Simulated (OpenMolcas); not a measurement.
# CH7BGe (SMILES C[BH][GeH3]) at 6 levels

We compute a comparison of 6 runs (HF/STO-3G, B3LYP/6-31G*, B3LYP/def2-SVP, r2SCAN/def2-SVP, CCSD(T)/def2-SVP) of CH7BGe. 

Program for the calculation: OpenMolcas 26.06.

1 further run of the same task is left out (set aside as unsound or not needed).

### Step 1. The system as given

The species is CH7BGe (10 atoms), meant as a singlet with charge 0. SMILES: `C[BH][GeH3]`. The shape is that of a PBE0-D4/def2-TZVP optimisation.

Bond lengths: C1–B2 1.548 Å, B2–Ge3 2.066 Å, C1–H4 1.093 Å, C1–H5 1.106 Å, C1–H6 1.091 Å, B2–H7 1.200 Å, Ge3–H8 1.544 Å, Ge3–H9 1.542 Å, Ge3–H10 1.542 Å. Some angles: C1–B2–Ge3 123.5°, C1–B2–H7 119.3°, Ge3–B2–H7 117.1°, B2–C1–H4 114.7°, B2–C1–H5 102.9°, B2–C1–H6 116.2°, B2–Ge3–H8 109.4°, B2–Ge3–H9 113.8°, B2–Ge3–H10 112.1°, H4–C1–H5 105.3°.

### Step 2. Energy and forces at HF/STO-3G (run 1)

struct.xyz

```xyz
10

C     -1.211300     0.848000    -0.579700
B     -0.013900    -0.123000    -0.719700
Ge     1.111300    -0.784600     0.881600
H     -1.972600     0.748500    -1.357000
H     -0.747300     1.837300    -0.749600
H     -1.677100     0.898700     0.405800
H      0.326000    -0.481700    -1.813000
H      0.918400    -2.307400     1.048300
H      0.729200    -0.128900     2.224000
H      2.620500    -0.558300     0.662100
```

calc.inp

```
&gateway
baslib = $CurrDir
coord = struct.xyz
basis = STO-3G
group = NoSym
&seward
&scf
thresholds = 1e-10 1e-07 1e-07 1e-05
prorbitals = 1 1
&alaska
```

The basis set STO-3G is read from a file made from the Basis Set Exchange's data (not shown).

The run is started by

```bash
$ export MOLCAS_MEM=1860
$ pymolcas calc.inp > calc.log
```

Standard output:

```text
--- Start Module: gateway ---
[...]
--- Stop Module: gateway /rc=_RC_ALL_IS_WELL_ ---
[...]
      Basis functions           35
[...]
--- Start Module: scf ---
[...]
       Convergence after  12 Iterations
[...]
::    Total SCF energy                              -2117.6022154915
[...]
      Total spin, S                                     0.0000000000
[...]
      Total electronic charge=   50.000000
      Total            charge=   -0.000000
[...]
      Dipole Moment (debye):
      Origin of the operator (angstrom)=    0.6507   -0.4728    0.4877
                   X= -4.0573E-01               Y=  4.8144E-01               Z= -3.0978E-01           Total=  7.0169E-01
      Quadrupole Moment (debye*angstrom):
[...]
--- Stop Module: scf /rc=_RC_ALL_IS_WELL_ ---
--- Start Module: alaska ---
[...]
 *              Molecular gradients               *
 **************************************************
  Irreducible representation: a
 ------------------------------------------------------------------------------------------
                              X                       Y                       Z
 ------------------------------------------------------------------------------------------
  C1                7.10276736999216E-03   -2.59726066393928E-02    4.77987048535100E-03
  B2               -2.74339464600972E-02    2.55167734126998E-02    3.52260542057259E-03
  GE3              -1.71399980547857E-02    1.50275903578594E-02   -2.24372832184105E-02
  H4               -3.40677916270016E-03    2.05802238015855E-03   -7.36434048486201E-03
  H5                6.50379000930990E-03    8.36372035846633E-03   -2.38547959245594E-03
  H6               -1.28268594910530E-03    3.45261944790087E-03    7.34651787937191E-03
  H7                8.95008577459633E-03   -8.66841455008216E-03   -1.97319363323709E-02
  H8               -4.62705601472102E-03   -4.12889264347012E-02    4.59049007893531E-03
[...]
--- Stop Module: alaska /rc=_RC_ALL_IS_WELL_ ---
[...]
```

Wall time 3 s (1 thread of AMD EPYC 7R43 (Zen 3), shared host); peak memory 0.37 GiB.

### Step 3. Energy and forces at B3LYP/6-31G(d) (spherical functions) (run 2)

struct.xyz is that of step 2.

run.inp

```
>>> EXPORT MOLCAS_PRINT=2
&GATEWAY
BASLIB
$CurrDir
COORD
struct.xyz
BASIS
6-31Gs
GROUP
NoSym
&SEWARD
GRIDINPUT
Grid=UltraFine
End of Grid
&SCF
KSDFT
B3LYP
THRESHOLDS
1e-10 1e-07 1e-07 1e-05
PRORBITALS
1 2
&ALASKA
```

The basis set 6-31G* is read from a file made from the Basis Set Exchange's data (not shown).

The run is started by

```bash
$ export MOLCAS_MEM=1860
$ pymolcas run.inp > run.log
```

Standard output:

```text
--- Start Module: gateway ---
[...]
--- Stop Module: gateway /rc=_RC_ALL_IS_WELL_ ---
[...]
      Basis functions           74
[...]
--- Start Module: scf ---
[...]
       Convergence after  12 Iterations
[...]
::    Total KS-DFT energy                           -2143.9052008701
[...]
      Total spin, S                                     0.0000000000
[...]
      Total electronic charge=   50.000000
      Total            charge=   -0.000000
[...]
      Dipole Moment (debye):
      Origin of the operator (angstrom)=    0.6507   -0.4728    0.4877
                   X= -9.3325E-01               Y=  8.5198E-01               Z= -6.6097E-01           Total=  1.4261E+00
      Quadrupole Moment (debye*angstrom):
[...]
--- Stop Module: scf /rc=_RC_ALL_IS_WELL_ ---
[...]
--- Start Module: alaska ---
[...]
 *              Molecular gradients               *
 **************************************************
  Irreducible representation: a
 ------------------------------------------------------------------------------------------
                              X                       Y                       Z
 ------------------------------------------------------------------------------------------
  C1                7.93065526327297E-04   -2.20839669007855E-03    1.91850289427808E-04
  B2               -2.24673985815382E-03    3.06526340650404E-03    2.81123740636779E-03
  GE3               5.78126640764509E-04   -6.38952256582392E-04    8.91304008597160E-04
  H4                2.18478220926688E-03    3.15262554136558E-04    1.37345626359187E-03
  H5               -2.12990817095027E-04   -2.05073602635997E-03    1.80933937896754E-04
  H6                1.55882437847632E-03   -1.76690673961755E-04   -1.77794186527791E-03
  H7                6.54654271993182E-05   -2.39047475188103E-04   -1.72233059253291E-04
  H8               -1.83678158950373E-05    2.97315163519585E-03   -7.10715007455454E-04
[...]
--- Stop Module: alaska /rc=_RC_ALL_IS_WELL_ ---
[...]
```

Run time: 34 s. Hardware: 1 thread of AMD EPYC 7R43 (Zen 3), shared host; peak memory 0.43 GiB.

Runs 3 to 4 aren't shown in full; the table further down has their settings and results.

### Step 4. Energy and gradient at r2SCAN/def2-SVP (run 5)

calc.input

```
* CH7BGe Kohn-Sham DFT

&GATEWAY
  BasLib=$CurrDir
  Coord
  10
  angstrom
  C       -1.211300       0.848000      -0.579700
  B       -0.013900      -0.123000      -0.719700
  Ge       1.111300      -0.784600       0.881600
  H       -1.972600       0.748500      -1.357000
  H       -0.747300       1.837300      -0.749600
  H       -1.677100       0.898700       0.405800
  H        0.326000      -0.481700      -1.813000
  H        0.918400      -2.307400       1.048300
  H        0.729200      -0.128900       2.224000
  H        2.620500      -0.558300       0.662100
  Basis=def2-SVP
  Group=NoSym

&SEWARD
  GridInput
  Grid=UltraFine
  End of Grid

&SCF
  KSDFT=2
  1.0 MGGA_X_R2SCAN
  1.0 MGGA_C_R2SCAN
  Thresholds=1e-10 1e-07 1e-07 1e-05
  PrOrbitals=1 1

&ALASKA
```

The basis set def2-SVP is read from a file made from the Basis Set Exchange's data (not shown).

The run is started by

```bash
$ export MOLCAS_MEM=1860
$ pymolcas calc.input > calc.log
```

Standard output:

```text
--- Start Module: gateway ---
[...]
--- Stop Module: gateway /rc=_RC_ALL_IS_WELL_ ---
[...]
      Basis functions           95
[...]
--- Start Module: scf ---
[...]
       Convergence after  13 Iterations
[...]
::    Total KS-DFT energy                           -2143.7735143095
[...]
      Total spin, S                                     0.0000000000
[...]
      Total electronic charge=   50.000000
      Total            charge=   -0.000000
[...]
      Dipole Moment (debye):
      Origin of the operator (angstrom)=    0.6507   -0.4728    0.4877
                   X= -9.3933E-01               Y=  8.7838E-01               Z= -6.1930E-01           Total=  1.4274E+00
      Quadrupole Moment (debye*angstrom):
[...]
--- Stop Module: scf /rc=_RC_ALL_IS_WELL_ ---
[...]
--- Start Module: alaska ---
[...]
 *              Molecular gradients               *
 **************************************************
  Irreducible representation: a
 ------------------------------------------------------------------------------------------
                              X                       Y                       Z
 ------------------------------------------------------------------------------------------
  C1               -1.58942166418008E-03    2.57294510285355E-03   -4.14968734358201E-04
  B2               -9.81387518655730E-04    7.13452565839212E-05   -4.96252406898900E-03
  GE3               4.50325682175290E-04   -5.56166360888177E-04    4.77933618645565E-04
  H4                4.00746514138062E-03    2.82044264188139E-04    4.49699102472678E-03
  H5               -2.07910691415547E-03   -3.97660991796300E-03    8.21046876947285E-04
  H6                2.50870438963435E-03   -7.07813044750982E-04   -5.50100237604267E-03
  H7               -1.90587327079494E-03    1.83974278198074E-03    5.43641150676599E-03
  H8               -3.68187137087306E-04   -2.80517466640262E-04   -1.49692732228979E-04
[...]
--- Stop Module: alaska /rc=_RC_ALL_IS_WELL_ ---
[...]
```

Wall time 57 s (1 thread of AMD EPYC 7R43 (Zen 3), shared host); peak memory 0.52 GiB.

### Step 5. The energy at CCSD(T)/def2-SVP (run 6)

job.input

```
* CH7BGe CCSD(T)
>>> EXPORT MOLCAS_PRINT=2

&GATEWAY
  BASLIB
  $CurrDir
  COORD
  10
  angstrom
  C       -1.211300       0.848000      -0.579700
  B       -0.013900      -0.123000      -0.719700
  Ge       1.111300      -0.784600       0.881600
  H       -1.972600       0.748500      -1.357000
  H       -0.747300       1.837300      -0.749600
  H       -1.677100       0.898700       0.405800
  H        0.326000      -0.481700      -1.813000
  H        0.918400      -2.307400       1.048300
  H        0.729200      -0.128900       2.224000
  H        2.620500      -0.558300       0.662100
  BASIS
  def2-SVP
  GROUP
  NoSym

&SEWARD

&SCF
  THRESHOLDS
  1e-10 1e-07 1e-07 1e-05
  PRORBITALS
  1 2

&RASSCF
  FILEORB
  $Project.ScfOrb
  SPIN
  1
  NACTEL
  0 0 0
  INACTIVE
  25
  RAS2
  0
  OUTORBITALS
  Canonical
  ORBLISTING
  Few

&MOTRA
  JOBIPH
  FROZEN
  11

&CCSDT
  CCT
  TRIPLES
  2
  ITERATIONS
  80
  ACCURACY
  1e-08
  EXTRAPOLATION
  5 4
```

The basis set def2-SVP is read from a file made from the Basis Set Exchange's data (not shown).

The run is started by

```bash
$ export MOLCAS_MEM=1860
$ pymolcas job.input > job.log
```

Standard output:

```text
--- Start Module: gateway ---
[...]
--- Stop Module: gateway /rc=_RC_ALL_IS_WELL_ ---
[...]
      Basis functions           95
[...]
       Convergence after  15 Iterations
[...]
::    Total SCF energy                              -2141.6571689186
[...]
      Total spin, S                                     0.0000000000
[...]
      Number of active orbitals                  0
[...]
      Spin quantum number                      0.0
[...]
      Active orbitals                            0
[...]
      Number of CSFs                             1
[...]
      Number of root(s) required                 1
[...]
      Convergence after  4 iterations
[...]
      Natural orbitals and occupation numbers for root  1
      ************************************************************************************************************************
      *                                                    Final results                                                     *
      ************************************************************************************************************************
[...]
::    RASSCF root number  1 Total energy:  -2141.65716892
[...]
      Total electronic charge=   50.000000
      Total            charge=   -0.000000
[...]
      Dipole Moment (debye):
      Origin of the operator (angstrom)=    0.6507   -0.4728    0.4877
                   X= -8.8242E-01               Y=  7.8046E-01               Z= -7.0098E-01           Total=  1.3708E+00
      Quadrupole Moment (debye*angstrom):
[...]
--- Start Module: motra ---
[...]
      *** WARNING: Default frozen orbitals is overwritten by user input.
      *** Default values:  16
[...]
--- Stop Module: motra /rc=_RC_ALL_IS_WELL_ ---
[...]
--- Start Module: ccsdt ---
[...]
      Convergence after                    15  Iterations
      Total energy (diff) :   -2142.16686613       0.00000000
[...]
 METHOD                       : CCSD+T(CCSD)+<T3(1)WT1> = CCSD(T)
[...]
       CCSD     =     -2142.1668661273034
[...]
--- Stop Module: ccsdt /rc=_RC_ALL_IS_WELL_ ---
[...]
```

Wall time 1.7 min (1 thread of AMD EPYC 7R43 (Zen 3), shared host); peak memory 0.52 GiB.

### Step 6. Overview of the runs

```
run                               level  integration grid  Cartesian functions   energy (Eh)  dipole moment (D) of the reference  HOMO energy (eV)  LUMO energy (eV)  wall time
  1                           HF/STO-3G                 –                   no  -2117.602215                                0.70             -9.00              6.54        3 s
  2  B3LYP/6-31G* (spherical functions)         UltraFine                   no  -2143.905201                                1.43             -7.50             -1.64       34 s
  3  B3LYP/6-31G* (Cartesian functions)         UltraFine                  yes  -2143.911391                                1.44             -7.50             -1.65       40 s
  4                      B3LYP/def2-SVP         UltraFine                   no  -2143.883658                                1.41             -7.60             -1.87       47 s
  5                     r2SCAN/def2-SVP         UltraFine                   no  -2143.773514                                1.43             -6.89             -2.34       57 s
  6                    CCSD(T)/def2-SVP                 –                   no  -2142.180802                                1.37            -10.70              1.90    1.7 min
```

### Step 7. What came out

| quantity | value |
| --- | --- |
| run 6: total energy | -2142.18080 Eh |
| run 6: dipole moment (mean-field density) | 1.37 D |
| run 6: HOMO energy (Hartree–Fock orbitals) | -10.70 eV |
| run 6: LUMO energy (Hartree–Fock orbitals) | 1.90 eV |
| run 6: HOMO–LUMO gap (Hartree–Fock orbitals) | 12.60 eV |
| run 6: correlation energy (11 core orbitals frozen) | -523.6 mEh |
| run 6: (T) correction | -13.94 mEh |

What this shows: Over runs 1, 2, 3, 4, 5 the dipole moment (its size) runs from 0.70 D (HF/STO-3G) to 1.44 D (B3LYP/6-31G*). The two ends differ in method and basis. Over runs 1, 2, 3, 4, 5 the HOMO–LUMO gap runs from 4.55 eV (r2SCAN/def2-SVP) to 15.54 eV (HF/STO-3G). Totals of different functionals can't be ranked against each other. In run 1 the basis is minimal, so the values are rough. All runs together took 4.7 min, the longest 1.7 min.
